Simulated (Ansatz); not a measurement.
**BH6NOSi: taking an electron away**

One table from this session's results is given with a row withheld; the runs are named, their logs left out.

Computed with Ansatz 0.2.0, Gaussian basis. Level: unrestricted cation, the program's frozen cores in correlated methods.

Plan: UKS PBE-D4/def2-TZVPP; UKS r2SCAN-D4/def2-TZVPP; UKS PBE0-D4/def2-TZVPP; UKS B3LYP-D4/def2-TZVPP; UKS wB97X-V/def2-TZVPP; UKS wB97M-V/def2-TZVPP; UKS B2PLYP/def2-TZVPP; UHF-CCSD(T)/def2-TZVPP; UHF-MP2/def2-QZVPP; extrapolation to the limit; then −ε(HOMO) from the neutral's earlier runs with LDA (SPW92), PBE-D4, revPBE-D4, BLYP-D4, r2SCAN-D4, B97M-V, PBE0-D4, B3LYP-D4, r2SCANh-D4, r2SCAN0-D4, HSE06-D4, BHLYP-D4, CAM-B3LYP-D4, LC-ωPBE, ωB97X-V, ωB97M-V.

## The relaxed structure

An earlier PBE0-D4 in a triple-zeta def2 set relaxation fixed the geometry.

SMILES `NBO[SiH3]`, 10 atoms, charge 0, spin multiplicity 1.

Atoms are counted from 1 here; the program's logs count them from 0.

Bond lengths: N1–B2 1.395 Å, N1–H5 1.003 Å, N1–H6 1.006 Å, B2–O3 1.370 Å, B2–H7 1.202 Å, O3–Si4 1.641 Å, Si4–H8 1.485 Å, Si4–H9 1.485 Å, Si4–H10 1.487 Å. Angles: B2–N1–H5 122.6°, B2–N1–H6 122.7°, H5–N1–H6 114.7°, N1–B2–O3 119.4°, N1–B2–H7 119.7°, O3–B2–H7 120.9°, B2–O3–Si4 132.6°, O3–Si4–H8 108.9°, O3–Si4–H9 108.9°, O3–Si4–H10 110.8°, H8–Si4–H9 109.1°, H8–Si4–H10 109.6°, H9–Si4–H10 109.6°.

Set-up of the first run:

in.yaml

```yaml
crystal:
  periodic: [false, false, false]
  atoms:
    - {symbol: N, position_ang: [-1.386144, 1.603828, -0.346526]}
    - {symbol: B, position_ang: [-0.205027, 0.862614, -0.300643]}
    - {symbol: O, position_ang: [-0.228749, -0.407736, 0.212655]}
    - {symbol: Si, position_ang: [0.936265, -1.545140, 0.418542]}
    - {symbol: H, position_ang: [-1.425027, 2.537325, -0.711958]}
    - {symbol: H, position_ang: [-2.265752, 1.244429, -0.015855]}
    - {symbol: H, position_ang: [0.817399, 1.344154, -0.710596]}
    - {symbol: H, position_ang: [1.027099, -1.884184, 1.860988]}
    - {symbol: H, position_ang: [0.560378, -2.761924, -0.344408]}
    - {symbol: H, position_ang: [2.252558, -1.044566, -0.059301]}
basis:
  gaussian: {orbitals: def2-TZVPP}
total_charge: 1
magnetization: {spin_polarized: true, initial_magnetization: 1}
hamiltonian: {xc: pbe, dispersion: d4}
```

Command:

```
$ ansatz run in.yaml --threads 2 --pin off --events-out ev --progress --plain --max-ram 22528MiB --backend cpu
```

Steps of the session up to this table: Cation, UKS PBE-D4/def2-TZVPP; Cation, UKS r2SCAN-D4/def2-TZVPP; Cation, UKS PBE0-D4/def2-TZVPP; Cation, UKS B3LYP-D4/def2-TZVPP; Cation, UKS wB97X-V/def2-TZVPP; Cation, UKS wB97M-V/def2-TZVPP; Cation, UKS B2PLYP (frozen core)/def2-TZVPP; Cation, UHF-CCSD(T)/def2-TZVPP; Cation, UHF-MP2/def2-QZVPP.

One table of the session follows, with a row left open; its other results are not shown here.

It belongs to the step «Ionisation energies side by side». For comparison, −ε(HOMO) of the neutral from earlier runs:

```
  functional  −ε(HOMO) (eV)
 LDA (SPW92)           6.72
      PBE-D4           6.55
   revPBE-D4           6.49
     BLYP-D4           6.42
   r2SCAN-D4           6.84
      B97M-V           6.96
     PBE0-D4           7.95
    B3LYP-D4           7.70
  r2SCANh-D4              ?
  r2SCAN0-D4           8.16
    HSE06-D4           7.54
    BHLYP-D4           9.26
CAM-B3LYP-D4           9.37
     LC-ωPBE          10.78
     ωB97X-V          10.40
     ωB97M-V          10.32
```

**Question.** Estimate the row for r2SCANh-D4.

Worked estimate for «−ε(HOMO) (eV)». Against the share of exact exchange, r2SCAN-D4 (0, 6.84), r2SCAN0-D4 (0.25, 8.16) give a slope of 5.28 per unit share; at 0.1 the line stands at 7.37.

The run gave: −ε(HOMO) (eV): 7.37. In «−ε(HOMO) (eV)» the line misses by 0.00.
